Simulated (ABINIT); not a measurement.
# La3Hf (Pm-3m) in ABINIT: reference runs

Reference runs on La3Hf: the cell as given and a disturbed copy.

Program: ABINIT 10.8.3 (patched build). These are calculated values, not measurements. Logs are shortened: lines on timing, memory, paths and dates and some standing lists are left out, and cuts for length are marked. The log counts tension as positive stress, the text compression.

### 1 The structure

The structure is cubic, space group Pm-3m (No. 221). The conventional cell has a = 5.045 Å, b = 5.045 Å, c = 5.045 Å, α = 90.00°, β = 90.00°, γ = 90.00°. Hf (site symmetry m-3m) is surrounded by 12 La at 3.57 Å. La (site symmetry 4/mmm) has 4 Hf at 3.57 Å and 8 La at 3.57 Å as nearest neighbours.

The cell comes from a database or a generator and needn't be the stable form of this composition.

### 2 Single point, PBE

Contents of run.abi:

```
# Pseudopotentials
pp_dirpath "./"
pseudos "Hf.GGA_PBE-JTH.xml, La.GGA_PBE-JTH.xml"

# Structure
structure "poscar:POSCAR"
natom 4

# Plane-wave basis
ecut 544.227725 eV
pawecutdg 40.0
pawxcdev 0

# k points
kptopt 1
ngkpt 5 5 5
nshiftk 1
shiftk 0.0 0.0 0.0

# Exchange and correlation
ixc 11

# Bands and occupations
nband 30
occopt 3
tsmear 0.00183747

# SCF cycle
nstep 100
tolvrs 1.0e-9

# Output
iomode 3
prtwf 0
prtden 0
prteig 0
prtebands 0
enunit 2
```

Contents of POSCAR:

```
La3Hf
1.0
    5.0451320000      0.0000000000      0.0000000000
    0.0000000000      5.0451320000      0.0000000000
    0.0000000000      0.0000000000      5.0451320000
Hf La
1 3
Direct
    0.0000000000      0.0000000000      0.0000000000  Hf
    0.5000000000      0.5000000000      0.0000000000  La
    0.5000000000      0.0000000000      0.5000000000  La
    0.0000000000      0.5000000000      0.5000000000  La
```

Potentials or basis: JTH PAW PBE v2.0.

The run is started by

```console
> abinit run.abi > log 2>&1
```

run.abo:

```text
.Version 10.8.3 of ABINIT
 Symmetries : space group Pm -3 m (#221); Bravais cP (primitive cubic)
================================================================================
 Values of the parameters that define the memory need of the present run
     intxc =       0    ionmov =       0      iscf =      17    lmnmax =      32
     lnmax =       8     mgfft =      40  mpssoang =       4    mqgrid =    3001
     natom =       4  nloc_mem =       2    nspden =       1   nspinor =       1
    nsppol =       1      nsym =      48    n1xccc =       1    ntypat =       2
    occopt =       3   xclevel =       2
       mpw =        3731          nfft =       64000          nkpt =          10
 PAW method is used; the additional fine FFT grid is defined by:
   mgfftf=        60    nfftf =    216000
================================================================================
================================================================================

--------------------------------------------------------------------------------
------------- Echo of variables that govern the present computation ------------
--------------------------------------------------------------------------------
 -outvars: echo values of preprocessed input variables --------
            acell      1.0000000000E+00  1.0000000000E+00  1.0000000000E+00 Bohr
              amu      1.78490000E+02  1.38905500E+02
             ecut      2.00000000E+01 Hartree
           enunit           2
              ixc          11
         kptrlatt        5    0    0      0    5    0      0    0    5
          kptrlen      4.76695887E+01
            natom           4
            nband          30
            ngfft          40      40      40
          ngfftdg          60      60      60
             nkpt          10
            nstep         100
             nsym          48
           ntypat           2
           occopt           3
        pawecutdg      4.00000000E+01 Hartree
         pawxcdev           0
           prtden           0
        prtebands           0
           prteig           0
            prtwf           0
            rprim      9.5339177491E+00  0.0000000000E+00  0.0000000000E+00
                       0.0000000000E+00  9.5339177491E+00  0.0000000000E+00
                       0.0000000000E+00  0.0000000000E+00  9.5339177491E+00
          spgroup         221
           tolvrs      1.00000000E-09
           tsmear      1.83747000E-03 Hartree
            typat      1  2  2  2
           useylm           1
           xangst      0.0000000000E+00  0.0000000000E+00  0.0000000000E+00
                       2.5225660000E+00  2.5225660000E+00  0.0000000000E+00
                       2.5225660000E+00  0.0000000000E+00  2.5225660000E+00
                       0.0000000000E+00  2.5225660000E+00  2.5225660000E+00
            xcart      0.0000000000E+00  0.0000000000E+00  0.0000000000E+00
                       4.7669588745E+00  4.7669588745E+00  0.0000000000E+00
                       4.7669588745E+00  0.0000000000E+00  4.7669588745E+00
                       0.0000000000E+00  4.7669588745E+00  4.7669588745E+00
             xred      0.0000000000E+00  0.0000000000E+00  0.0000000000E+00
                       5.0000000000E-01  5.0000000000E-01  0.0000000000E+00
                       5.0000000000E-01  0.0000000000E+00  5.0000000000E-01
                       0.0000000000E+00  5.0000000000E-01  5.0000000000E-01
            znucl       72.00000   57.00000

================================================================================

 chkinp: Checking input parameters for consistency.

================================================================================
== DATASET  1 ==================================================================

--- !DatasetInfo
iteration_state: {dtset: 1, }
dimensions: {natom: 4, nkpt: 10, mband: 30, nsppol: 1, nspinor: 1, nspden: 1, mpw: 3731, }
cutoff_energies: {ecut:  20.0, pawecutdg:  40.0, }
electrons: {nelect:   4.50000000E+01, charge:   0.00000000E+00, occopt:   3.00000000E+00, tsmear:   1.83747000E-03, }
meta: {optdriver: 0, ionmov: 0, optcell: 0, iscf: 17, paral_kgb: 0, }
...

 Exchange-correlation functional for the present dataset will be:
  GGA: Perdew-Burke-Ernzerhof functional - ixc=11
  J.P.Perdew, K.Burke, M.Ernzerhof, PRL 77, 3865 (1996)

 Real(R)+Recip(G) space primitive vectors, cartesian coordinates (Bohr,Bohr^-1):
 R(1)=  9.5339177  0.0000000  0.0000000  G(1)=  0.1048887  0.0000000  0.0000000
 R(2)=  0.0000000  9.5339177  0.0000000  G(2)=  0.0000000  0.1048887  0.0000000
 R(3)=  0.0000000  0.0000000  9.5339177  G(3)=  0.0000000  0.0000000  0.1048887
 Unit cell volume ucvol=  8.6659106E+02 bohr^3
 Angles (23,13,12)=  9.00000000E+01  9.00000000E+01  9.00000000E+01 degrees

 Coarse grid specifications (used for wave-functions):

 getcut: wavevector=  0.0000  0.0000  0.0000  ngfft=  40  40  40
         ecut(hartree)=     20.000   => boxcut(ratio)=   2.08405

 Fine grid specifications (used for densities):

 getcut: wavevector=  0.0000  0.0000  0.0000  ngfft=  60  60  60
         ecut(hartree)=     40.000   => boxcut(ratio)=   2.21047

 getcut : COMMENT -
  Note that boxcut > 2.2 ; recall that boxcut=Gcut(box)/Gcut(sphere) = 2
  is sufficient for exact treatment of convolution.
[... 61 lines left out ...]
- [  0.0000000,   9.5339177,   0.0000000, ]
- [  0.0000000,   0.0000000,   9.5339177, ]
lattice_lengths: [   9.53392,    9.53392,    9.53392, ]
lattice_angles: [ 90.000,  90.000,  90.000, ] # degrees, (23, 13, 12)
lattice_volume:   8.6659106E+02
convergence: {deltae:  3.217E-10, res2:  2.671E-10, residm:  1.835E-04, diffor: null, }
etotal    :  -1.46026079E+02
entropy   :   0.00000000E+00
fermie    :   1.26691761E-01
cartesian_stress_tensor: # hartree/bohr^3
- [ -1.49249808E-06,   0.00000000E+00,   0.00000000E+00, ]
- [  0.00000000E+00,  -1.49249808E-06,   0.00000000E+00, ]
- [  0.00000000E+00,   0.00000000E+00,  -1.49249808E-06, ]
pressure_GPa:   4.3911E-02
xred      :
- [  0.0000E+00,   0.0000E+00,   0.0000E+00, Hf]
- [  5.0000E-01,   5.0000E-01,   0.0000E+00, La]
- [  5.0000E-01,   0.0000E+00,   5.0000E-01, La]
- [  0.0000E+00,   5.0000E-01,   5.0000E-01, La]
cartesian_forces: # hartree/bohr
- [ -0.00000000E+00,  -0.00000000E+00,  -0.00000000E+00, ]
- [ -0.00000000E+00,  -0.00000000E+00,  -0.00000000E+00, ]
- [ -0.00000000E+00,  -0.00000000E+00,  -0.00000000E+00, ]
- [ -0.00000000E+00,  -0.00000000E+00,  -0.00000000E+00, ]
force_length_stats: {min:   0.00000000E+00, max:   0.00000000E+00, mean:   0.00000000E+00, }
...

 Integrated electronic density in atomic spheres:
 ------------------------------------------------
 Atom  Sphere_radius  Integrated_density
    1        2.41119          9.35771539
    2        2.51647          8.00331520
    3        2.51647          8.00331520
    4        2.51647          8.00331520

================================================================================

 ----iterations are completed or convergence reached----

 Mean square residual over all n,k,spin=   16.326E-07; max=  18.348E-05
 reduced coordinates (array xred) for    4 atoms
       0.000000000000      0.000000000000      0.000000000000
       0.500000000000      0.500000000000      0.000000000000
       0.500000000000      0.000000000000      0.500000000000
       0.000000000000      0.500000000000      0.500000000000
 rms dE/dt=  0.0000E+00; max dE/dt=  0.0000E+00; dE/dt below (all hartree)
    1       0.000000000000      0.000000000000      0.000000000000
    2       0.000000000000      0.000000000000      0.000000000000
    3       0.000000000000      0.000000000000      0.000000000000
    4       0.000000000000      0.000000000000      0.000000000000

 cartesian coordinates (angstrom) at end:
    1      0.00000000000000     0.00000000000000     0.00000000000000
    2      2.52256600000000     2.52256600000000     0.00000000000000
    3      2.52256600000000     0.00000000000000     2.52256600000000
    4      0.00000000000000     2.52256600000000     2.52256600000000

 cartesian forces (hartree/bohr) at end:
    1     -0.00000000000000    -0.00000000000000    -0.00000000000000
    2     -0.00000000000000    -0.00000000000000    -0.00000000000000
    3     -0.00000000000000    -0.00000000000000    -0.00000000000000
    4     -0.00000000000000    -0.00000000000000    -0.00000000000000
 frms,max,avg= 0.0000000E+00 0.0000000E+00   0.000E+00  0.000E+00  0.000E+00 h/b

 cartesian forces (eV/Angstrom) at end:
    1     -0.00000000000000    -0.00000000000000    -0.00000000000000
    2     -0.00000000000000    -0.00000000000000    -0.00000000000000
    3     -0.00000000000000    -0.00000000000000    -0.00000000000000
    4     -0.00000000000000    -0.00000000000000    -0.00000000000000
 frms,max,avg= 0.0000000E+00 0.0000000E+00   0.000E+00  0.000E+00  0.000E+00 e/A
 length scales=  1.000000000000  1.000000000000  1.000000000000 bohr
              =  0.529177210544  0.529177210544  0.529177210544 angstroms
 Fermi (or HOMO) energy (hartree) =   0.12669   Average Vxc (hartree)=  -0.38247
 Eigenvalues (hartree) for nkpt=  10  k points:
 kpt#   1, nband= 30, wtk=  0.00800, kpt=  0.0000  0.0000  0.0000 (reduced coord)
  -2.17471   -1.07200   -1.05944   -1.05944   -1.01960   -1.01960   -1.01960   -0.49509
  -0.49509   -0.49509   -0.46157   -0.46157   -0.46157   -0.44518   -0.44518   -0.44518
  -0.03393    0.03368    0.04948    0.04948    0.06694    0.06694    0.06694    0.17792
   0.17792    0.17792    0.18838    0.19458    0.19458    0.19458
      occupation numbers for kpt#   1
   2.00000    2.00000    2.00000    2.00000    2.00000    2.00000    2.00000    2.00000
   2.00000    2.00000    2.00000    2.00000    2.00000    2.00000    2.00000    2.00000
   2.00000    2.00000    2.00000    2.00000    2.00000    2.00000    2.00000    0.00000
   0.00000    0.00000    0.00000    0.00000    0.00000    0.00000
 prteigrs : prtvol=0 or 1, do not print more k-points.

 Fermi (or HOMO) energy (eV) =   3.44746   Average Vxc (eV)= -10.40756
 Eigenvalues (   eV  ) for nkpt=  10  k points:
 kpt#   1, nband= 30, wtk=  0.00800, kpt=  0.0000  0.0000  0.0000 (reduced coord)
 -59.17681  -29.17054  -28.82884  -28.82884  -27.74464  -27.74464  -27.74464  -13.47197
 -13.47197  -13.47197  -12.55991  -12.55991  -12.55991  -12.11388  -12.11388  -12.11388
  -0.92316    0.91645    1.34655    1.34655    1.82162    1.82162    1.82162    4.84148
   4.84148    4.84148    5.12621    5.29473    5.29473    5.29473
 prteigrs : prtvol=0 or 1, do not print more k-points.

--- !EnergyTerms
iteration_state     : {dtset: 1, }
comment             : Components of total free energy in Hartree
kinetic             :  3.49836284410850E+01
hartree             :  1.79332886829690E+01
xc                  : -4.05351666343173E+01
Ewald energy        : -1.21816527482194E+02
psp_core            :  1.47203486456571E+01
local_psp           : -3.54227489257289E+01
PAW spherical_terms : -1.58872969833535E+01
internal            : -1.46024474255882E+02
'-kT*entropy'       : -1.61482485702299E-03
total_energy        : -1.46026089080739E+02
total_energy_eV     : -3.97357231196603E+03
...

--- !EnergyTermsDC
iteration_state     : {dtset: 1, }
comment             : '"Double-counting" decomposition of free energy'
band_energy         : -2.42340134973122E+01
Ewald energy        : -1.21816527482194E+02
psp_core            :  1.47203486456571E+01
xc_dc               : -2.90930732047668E+01
PAW spherical_terms :  1.43988011276217E+01
internal            : -1.46024464410994E+02
'-kT*entropy'       : -1.61482485702299E-03
total_energy_dc     : -1.46026079235851E+02
total_energy_dc_eV  : -3.97357204407297E+03
...

--- !EnergyTermsWithPAWCore
iteration_state     : {dtset: 1, }
comment             : 'Components of total free energy, including PAW core contributions'
Total energy        : -4.05588470496664E+04
Total energy DC     : -4.05588470398215E+04
Total energy (eV)   : -1.10366245276014E+06
Total energy DC (eV): -1.10366245249225E+06
...

 Cartesian components of stress tensor (hartree/bohr^3)
  sigma(1 1)= -1.49249808E-06  sigma(3 2)=  0.00000000E+00
  sigma(2 2)= -1.49249808E-06  sigma(3 1)=  0.00000000E+00
  sigma(3 3)= -1.49249808E-06  sigma(2 1)=  0.00000000E+00

-Cartesian components of stress tensor (GPa)         [Pressure=  4.3911E-02 GPa]
- sigma(1 1)= -4.39108095E-02  sigma(3 2)=  0.00000000E+00
- sigma(2 2)= -4.39108095E-02  sigma(3 1)=  0.00000000E+00
- sigma(3 3)= -4.39108095E-02  sigma(2 1)=  0.00000000E+00

== END DATASET(S) ==============================================================
================================================================================

 -outvars: echo values of variables after computation  --------
            acell      1.0000000000E+00  1.0000000000E+00  1.0000000000E+00 Bohr
           etotal     -1.4602607924E+02
            fcart     -0.0000000000E+00 -0.0000000000E+00 -0.0000000000E+00
                      -0.0000000000E+00 -0.0000000000E+00 -0.0000000000E+00
                      -0.0000000000E+00 -0.0000000000E+00 -0.0000000000E+00
                      -0.0000000000E+00 -0.0000000000E+00 -0.0000000000E+00
            rprim      9.5339177491E+00  0.0000000000E+00  0.0000000000E+00
                       0.0000000000E+00  9.5339177491E+00  0.0000000000E+00
                       0.0000000000E+00  0.0000000000E+00  9.5339177491E+00
           strten     -1.4924980796E-06 -1.4924980796E-06 -1.4924980796E-06
                       0.0000000000E+00  0.0000000000E+00  0.0000000000E+00
           xangst      0.0000000000E+00  0.0000000000E+00  0.0000000000E+00
                       2.5225660000E+00  2.5225660000E+00  0.0000000000E+00
                       2.5225660000E+00  0.0000000000E+00  2.5225660000E+00
                       0.0000000000E+00  2.5225660000E+00  2.5225660000E+00
             xred      0.0000000000E+00  0.0000000000E+00  0.0000000000E+00
                       5.0000000000E-01  5.0000000000E-01  0.0000000000E+00
                       5.0000000000E-01  0.0000000000E+00  5.0000000000E-01
                       0.0000000000E+00  5.0000000000E-01  5.0000000000E-01
 Calculation completed.
```

Run time: 49 s. Hardware: 1 thread of AMD EPYC 9R45 (Zen 5), shared host; peak memory 0.22 GiB.

Results:

| Item | Value |
| --- | --- |
| Free energy | -3973.5720 eV |
| Pressure | 0.0 GPa |
| Band gap on the k mesh | none (metal or under the smearing width) |
| Valence electrons inside the program's atomic spheres | Hf 9.36; La 8.00 |

The run has no spin-orbit coupling, so splittings on Hf, La are missing.

[end of part 1 of 2]
